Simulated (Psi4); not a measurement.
**BF3 (boron trifluoride): MP2/aug-cc-pVDZ**

What is the vertical ionisation energy of BF3 (boron trifluoride) at MP2/aug-cc-pVDZ? 

The calculation is run with Psi4 1.11.

2 further runs of the same task are left out: 2 set aside as unsound or not needed.

## 1. Starting point

The species is BF3 (4 atoms), meant as a singlet with charge 0. SMILES: `FB(F)F`. The coordinates come from a PBE0-D4/def2-TZVP relaxation.

Bond lengths: F1–B2 1.311 Å, B2–F3 1.311 Å, B2–F4 1.311 Å. Angles: F1–B2–F3 120.0°, F1–B2–F4 120.0°, F3–B2–F4 120.0°.

## 2. A single-point energy at MP2/aug-cc-pVDZ

File bf3.json:

```json
{
 "schema_name": "qcschema_input",
 "schema_version": 1,
 "molecule": {
  "schema_name": "qcschema_molecule",
  "schema_version": 2,
  "symbols": ["F", "B", "F", "F"],
  "geometry": [1.02776535, 0.39824088, 2.21906759, 3.779e-05, 0.0, 1.89e-05, -0.50109868, -2.31209881, -0.73627509, -0.52672336, 1.91385793, -1.4827925],
  "molecular_charge": 0,
  "molecular_multiplicity": 1,
  "fix_symmetry": "c1"
 },
 "driver": "energy",
 "model": {
  "method": "mp2",
  "basis": "aug-cc-pVDZ"
 },
 "keywords": {
  "reference": "rhf",
  "puream": true,
  "e_convergence": 1e-09,
  "d_convergence": 1e-08,
  "scf_type": "pk",
  "num_frozen_docc": 4,
  "mp2_type": "conv"
 }
}
```

Started as:

```sh
$ psi4 --qcschema bf3.json -n 1 --memory 2200MB
```

stdout:

```text
[...]
  Running in c1 symmetry.
[...]
  Nuclear repulsion =  111.109146357298144
[...]
  Multiplicity = 1
[...]
  Nalpha       = 16
  Nbeta        = 16
[...]
    Number of basis functions: 92
[...]
   @RHF iter   1:  -323.14711975145303   -9.39534e-01   5.20724e-03 DIIS/ADIIS
[...]
   @RHF iter   9:  -323.22271873307568   -1.02887e-11   6.80432e-09 DIIS
[...]
    Orbital Energies [Eh]
    ---------------------
    Doubly Occupied:
       1A    -26.353707     2A    -26.353701     3A    -26.353689
       4A     -7.805803     5A     -1.695995     6A     -1.652655
       7A     -1.652646     8A     -0.865016     9A     -0.818583
      10A     -0.818577    11A     -0.765886    12A     -0.702433
      13A     -0.702429    14A     -0.688557    15A     -0.688550
      16A     -0.664861
[...]
  @RHF Final Energy:  -323.22271873307568
   => Energetics <=
    Nuclear Repulsion Energy =            111.1091463572981439
    One-Electron Energy =                -671.4975536514044734
    Two-Electron Energy =                 237.1656885610306063
    Total Energy =                       -323.2227187330756806
[...]
 Multipole Moments:
 ------------------------------------------------------------------------------------
     Multipole            Electronic (a.u.)      Nuclear  (a.u.)        Total (a.u.)
 ------------------------------------------------------------------------------------
 L = 1.  Multiply by 2.5417464519 to convert [e a0] to [Debye]
 Dipole X            :          0.0000820           -0.0000102            0.0000717
 Dipole Y            :          0.0000025           -0.0000000            0.0000025
 Dipole Z            :          0.0000392           -0.0000034            0.0000358
 Magnitude           :                                                    0.0000802
[...]
	SCS-MP2 Total Energy (a.u.)        :  -323.87701385294076
	SOS-MP2 Total Energy (a.u.)        :  -323.81391578580644
	SCSN-MP2 Total Energy (a.u.)       :  -323.55587652754468
[...]
	SOS-PI-MP2 Total Energy (a.u.)     :  -323.91244862792820
[...]
	MP2 Total Energy (a.u.)            :  -323.90467714508748
[...]
```

The result, in JSON:

```text
{
 "driver": "energy",
 "model": {
  "method": "mp2",
  "basis": "aug-cc-pVDZ"
 },
 "success": true,
 "return_result": -323.9046771450875,
 "properties": {
  "calcinfo_nbasis": 92,
  "calcinfo_nmo": 92,
  "calcinfo_nalpha": 16,
  "calcinfo_nbeta": 16,
  "calcinfo_natom": 4,
  "nuclear_repulsion_energy": 111.10914635729814,
  "return_energy": -323.9046771450875,
  "scf_one_electron_energy": -671.4975536514045,
  "scf_two_electron_energy": 237.1656885610306,
  "scf_dipole_moment": [7.173663831938626e-05, 2.533773697965813e-06, 3.5832839182958764e-05],
  "scf_total_energy": -323.2227187330757,
  "scf_iterations": 9,
  "mp2_same_spin_correlation_energy": -0.18929420140283465,
  "mp2_opposite_spin_correlation_energy": -0.4926642106089576,
  "mp2_singles_energy": 0.0,
  "mp2_doubles_energy": -0.6819584120117923,
  "mp2_correlation_energy": -0.6819584120117952,
  "mp2_total_energy": -323.9046771450875
 }
}
```

It took 17 s on 1 thread of Intel Xeon at 2.50GHz (Skylake/Cascade Lake), shared host; peak memory 0.48 GiB.

## 3. The doublet cation

File bf3.xyz:

```xyz
4
BF3
F      0.543870     0.210740     1.174280
B      0.000020     0.000000     0.000010
F     -0.265170    -1.223510    -0.389620
F     -0.278730     1.012770    -0.784660
```

File bf3.py:

```python
import psi4

psi4.set_memory(2200000000)
psi4.set_num_threads(1)
psi4.set_output_file('bf3.out', False)

with open('bf3.xyz') as f:
    atoms = ''.join(f.readlines()[2:])
geom = psi4.geometry('1 2\n' + atoms + 'symmetry c1')

psi4.set_options({
    'basis': 'aug-cc-pVDZ',
    'reference': 'uhf',
    'puream': True,
    'e_convergence': 1e-09,
    'd_convergence': 1e-08,
    'scf_type': 'pk',
    'num_frozen_docc': 4,
    'mp2_type': 'conv',
    'maxiter': 100,
})

energy_value, wavefunction = psi4.energy("mp2", molecule=geom, return_wfn=True)
print(f'mp2 energy: {energy_value:.10f} Eh')
```

Started as:

```sh
$ python bf3.py
```

bf3.out:

```text
[...]
  Running in c1 symmetry.
[...]
  Nuclear repulsion =  111.109146270774374
[...]
  Multiplicity = 2
[...]
  Nalpha       = 16
  Nbeta        = 15
[...]
    Number of basis functions: 92
[...]
   @UHF iter   1:  -322.55517349478504   -3.47588e-01   3.55919e-03 DIIS/ADIIS
[...]
   @UHF iter  14:  -322.61479452054442   -9.66338e-13   4.11696e-09 DIIS
[...]
   @S^2 Observed:                7.920836125E-01
[...]
    Orbital Energies [Eh]
    ---------------------
    Alpha Occupied:
       1A    -26.762412     2A    -26.762388     3A    -26.762380
       4A     -8.157313     5A     -2.084269     6A     -2.045145
       7A     -2.045124     8A     -1.227850     9A     -1.199991
      10A     -1.199990    11A     -1.129013    12A     -1.103626
      13A     -1.103622    14A     -1.091207    15A     -1.064204
      16A     -1.064187
    Alpha Virtual:
      17A     -0.137582    18A     -0.127366    19A     -0.081484
      20A     -0.081484    21A     -0.070210    22A     -0.007552
      23A      0.033845    24A      0.033845    25A      0.074612
[...]
  @UHF Final Energy:  -322.61479452054442
   => Energetics <=
    Nuclear Repulsion Energy =            111.1091462707743744
    One-Electron Energy =                -659.8962956011143888
    Two-Electron Energy =                 226.1723548097956495
    Total Energy =                       -322.6147945205444216
  UHF NO Occupations:
  HONO-2 :   14  A 1.9901742
  HONO-1 :   15  A 1.9901719
[...]
 Multipole Moments:
 ------------------------------------------------------------------------------------
     Multipole            Electronic (a.u.)      Nuclear  (a.u.)        Total (a.u.)
 ------------------------------------------------------------------------------------
 L = 1.  Multiply by 2.5417464519 to convert [e a0] to [Debye]
 Dipole X            :          0.0001158           -0.0000102            0.0001056
 Dipole Y            :          0.0000065            0.0000000            0.0000065
 Dipole Z            :          0.0001120           -0.0000034            0.0001086
 Magnitude           :                                                    0.0001516
[...]
	SCS-MP2 Total Energy (a.u.)        :  -323.28389367587505
	SOS-MP2 Total Energy (a.u.)        :  -323.21605708932123
	SCSN-MP2 Total Energy (a.u.)       :  -322.97297169754836
[...]
	SOS-PI-MP2 Total Energy (a.u.)     :  -323.31626751745068
[...]
	MP2 Total Energy (a.u.)            :  -323.31935642085307
[...]
```

The script printed:

```text
mp2 energy: -323.3193564209 Eh
```

It took 20 s on 1 thread of Intel Xeon at 2.50GHz (Skylake/Cascade Lake), shared host; peak memory 0.48 GiB.

## 4. What came out

At MP2/aug-cc-pVDZ, 4 core orbitals frozen:

```
                                                                  quantity          value
                                                 singlet BF3: total energy  -323.90468 Eh
                          singlet BF3: HOMO energy (Hartree–Fock orbitals)      -18.09 eV
                          singlet BF3: LUMO energy (Hartree–Fock orbitals)        1.33 eV
                        singlet BF3: HOMO–LUMO gap (Hartree–Fock orbitals)       19.42 eV
                  singlet BF3: correlation energy (4 core orbitals frozen)     -682.0 mEh
                                              doublet cation: total energy  -323.31936 Eh
doublet cation: HOMO energy (Hartree–Fock orbitals) (highest over α and β)      -23.72 eV
 doublet cation: LUMO energy (Hartree–Fock orbitals) (lowest over α and β)      -15.07 eV
               doublet cation: correlation energy (4 core orbitals frozen)     -704.6 mEh
                         doublet cation: ⟨S²⟩ of the reference determinant          0.792
                        vertical ionisation energy (to the doublet cation)      15.927 eV
```

In words: The vertical ionisation energy comes to 15.93 eV (1537 kJ/mol).
